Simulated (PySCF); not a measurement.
# ClH3Sn: the cost of one run

The runs use PySCF 2.14.0; levels as typed in each script, gas phase, geometry from GFN2-xTB.

**1. Where the work starts**

SMILES `Cl[SnH3]`, 5 atoms, charge 0, spin multiplicity 1.

Bond lengths: Cl1–Sn2 2.281 Å, Sn2–H3 1.674 Å, Sn2–H4 1.673 Å, Sn2–H5 1.674 Å. Angles: Cl1–Sn2–H3 108.2°, Cl1–Sn2–H4 108.3°, Cl1–Sn2–H5 108.2°, H3–Sn2–H4 110.7°, H3–Sn2–H5 110.7°, H4–Sn2–H5 110.7°.

As a file:

```csv
atom,x (Å),y (Å),z (Å)
Cl1,-1.74935,0.00000,-0.00009
Sn2,0.53152,0.00000,0.00000
H3,1.05341,1.37029,0.80810
H4,1.05616,0.01470,-1.58901
H5,1.05337,-1.38501,0.78265
```

**2. Density, bond paths and surface potential (B3LYP/def2-svpd)**

Contents of input.py:

```python
import numpy as np
from pyscf import gto, scf, dft
from pyscf.scf import atom_ks, atom_hf
from scipy.linalg import block_diag

def solve(mol, dm0=None, hcore=None):
    mf = (dft.UKS if mol.spin else dft.RKS)(mol, xc='b3lyp')
    mf.grids.level = 3
    mf = mf.density_fit(auxbasis='def2-universal-jkfit')
    mf.conv_tol, mf.max_cycle = 1e-8, 80
    if hcore is not None:
        mf.get_hcore = lambda *args: hcore
    mf.kernel(dm0)
    if not mf.converged:
        mf = mf.newton().run(mf.mo_coeff, mf.mo_occ, max_cycle=30)
    assert mf.converged, 'SCF not converged'
    return mf

mol = gto.M(atom='''
Cl    -1.74935     0.00000    -0.00009
Sn     0.53152     0.00000     0.00000
H      1.05341     1.37029     0.80810
H      1.05616     0.01470    -1.58901
H      1.05337    -1.38501     0.78265
''', basis='def2-svpd', ecp={'Sn': 'def2-svpd'}, charge=0, spin=0, verbose=4)
mf = solve(mol)
mf.analyze()
# spherically averaged free atoms, for the promolecule
atom_ks.AtomSphAverageRKS.init_guess_by_vsap = lambda self, mol=None: self.init_guess_by_minao(mol)  # core potentials
atm = atom_ks.get_atm_nrks(mol, xc='b3lyp')
pro = block_diag(*[(atm[a[0]][2] * atm[a[0]][3]) @ atm[a[0]][2].T for a in mol._atom])
np.savez('result.npz', e=mf.e_tot, c=mf.mo_coeff, occ=mf.mo_occ, eps=mf.mo_energy, pro=pro, dip=mf.dip_moment(verbose=0), s2=mf.spin_square()[0])
```

The run is started by

```sh
> OMP_NUM_THREADS=1 python input.py
```

Q: Estimate wall time and peak memory on 1 thread of Arm Neoverse V1, shared host.

About 6.4 s, with a peak of 0.36 GiB.
